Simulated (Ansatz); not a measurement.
**Ag (fcc type): how the settings move a single-point run**

Question: which choices in the input matter for Ag (fcc type)?

Method: reference: DFT, PBE, PAW with Ansatz's default frozen-core files, scalar-relativistic, in Ansatz 0.2.0.

### 1 The system as given

The structure is cubic, space group Fm-3m (No. 225). Conventional cell: a = 3.499 Å, b = 3.499 Å, c = 3.499 Å, α = 90.00°, β = 90.00°, γ = 90.00°. Ag (site symmetry m-3m) is surrounded by 12 Ag at 2.47 Å.

As a file:

```
CELL_PARAMETERS angstrom
0.00000 1.74939 1.74939
1.74939 0.00000 1.74939
1.74939 1.74939 0.00000
ATOMIC_POSITIONS crystal
Ag 0.00000 0.00000 0.00000
```

### 2 Reference

input.yaml reads:

```yaml
crystal:
  lattice:
    - [0.0, 1.749393346, 1.749393346]
    - [1.749393346, 0.0, 1.749393346]
    - [1.749393346, 1.749393346, 0.0]
  atoms:
    - { symbol: Ag, position: [0.0, 0.0, 0.0] }
kpoints:
  mp_grid: { grid: [16, 16, 16] }
scf:
  occupations: { method: fermi_dirac, width: 0.1 }
hamiltonian:
  xc: pbe
  pseudopotentials: { kind: paw }
output:
  forces: true
  stress: true
  eigenvalues: true
  populations: true
```

On the command line:

```bash
ansatz run input.yaml --threads 1 --pin off --max-ram 2048MiB --backend cpu --events-out ev --progress --plain --runs-dir out
```

### 3 Variant: mixing.algorithm msr1, mixing.beta 0.5, mixing.ndim 8, xc lda, ecutwfc 500 eV

input.yaml, as its differences from that of step 2:

```diff
@@ -11,4 +11,5 @@
   occupations: { method: fermi_dirac, width: 0.1 }
+  mixing: { algorithm: msr1, beta: 0.5, ndim: 8 }
 hamiltonian:
-  xc: pbe
+  xc: lda
   pseudopotentials: { kind: paw }
@@ -19 +20,3 @@
   populations: true
+basis:
+  ecutwfc: "500 eV"
```

Before running it: what results should come out? Wanted: for each run, ending; energy change; pressure; gap; force.

As calculated:

| run | ending | energy change | pressure (GPa) | gap (eV) | force (eV/Å) | cycles | time |
| --- | --- | --- | --- | --- | --- | --- | --- |
| reference | converged | - | 196.2 | 0.00 | 0.00 | 7 | 1.4 s |
| 1: mixing.algorithm msr1, mixing.beta 0.5, mixing.ndim 8, xc lda, ecutwfc 500 eV | converged | not comparable | 169.3 | 0.00 | 0.00 | 6 | 1.5 s |

Residual by cycle in the longest SCF loop of each run; runs are numbered as in the table. The quantity is the density residual dr2, in eV.

```
cycle  reference    run 1
    1     1.1e-4   0.0192
    2     4.5e-5  0.00109
    3     1.2e-4   1.0e-4
    4     3.5e-5   1.8e-6
    5     4.7e-6   1.6e-7
    6     1.3e-7   3.4e-9
    7     5.4e-9        -
```

**Reading.** After a change of functional the difference of the totals has no physical meaning; the pressure goes from 196.2 to 169.3 GPa. The cutoff changed too. The structure is not at rest: the sound run finds 196 GPa, so these are no properties of the relaxed crystal. 
